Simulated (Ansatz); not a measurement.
# InTe3: the cost of one run

Program: Ansatz 0.2.0. Level of theory: DFT PBE, scalar-relativistic, plane waves, PAW. These are calculated values, not measurements.

## (1) The structure to begin with

It takes space group P6_3/mmc (No. 194, hexagonal). Conventional cell: a = 7.105 Å, b = 7.105 Å, c = 5.703 Å, α = 90.00°, β = 90.00°, γ = 120.00°. In (site symmetry -6m2) is surrounded by 12 Te at 3.51 to 3.55 Å. Around Te (site symmetry mm2) lie 4 In at 3.51 to 3.55 Å and 8 Te at 3.51 to 3.56 Å.

Coordinates:

```xyz
8
Lattice="7.1052 0.0000 0.0000 -3.5526 6.1533 0.0000 0.0000 0.0000 5.7030" Properties=species:S:1:pos:R:3 pbc="T T T"
In    0.0000    4.1022    1.4258
In    3.5526    2.0511    4.2773
Te    3.5526    4.0981    1.4258
Te   -1.7727    5.1257    4.2773
Te    1.7799    1.0276    1.4258
Te    0.0000    2.0552    4.2773
Te    5.3254    1.0276    1.4258
Te    1.7727    5.1257    4.2773
```

(A quick probe on a coarse mesh, which set the mesh and smearing, is not shown.)

## (3) Full relaxation

input.yaml

```yaml
crystal:
  lattice:
    - [7.1052040173, 0.0, 0.0]
    - [-3.5526020086, 6.153287178, 0.0]
    - [0.0, 0.0, 5.7030225022]
  atoms:
    - { symbol: In, position: [0.3333333333, 0.6666666667, 0.25] }
    - { symbol: In, position: [0.6666666667, 0.3333333333, 0.75] }
    - { symbol: Te, position: [0.833, 0.666, 0.25] }
    - { symbol: Te, position: [0.167, 0.833, 0.75] }
    - { symbol: Te, position: [0.334, 0.167, 0.25] }
    - { symbol: Te, position: [0.167, 0.334, 0.75] }
    - { symbol: Te, position: [0.833, 0.167, 0.25] }
    - { symbol: Te, position: [0.666, 0.833, 0.75] }
basis:
  ecutwfc: 420
kpoints:
  mp_grid: { grid: [6, 6, 8] }
hamiltonian:
  xc: pbe
scf:
  occupations: { method: gaussian, width: 0.1 }
output:
  forces: true
  stress: true
  eigenvalues: true
relax:
  adjacent_minimum: "off"
  f_tol: 0.01
  max_steps: 80
  cell: { stress_tol: 0.05 }
```

Launch:

```
$ ansatz run input.yaml --threads 1 --pin off --max-ram 2560MiB --backend cpu --events-out ev --progress --plain --runs-dir out
```

What time and memory should one allow on 1 thread of AMD EPYC 9R45 (Zen 5), shared host?

About 3.4 min, with a peak of 0.85 GiB.
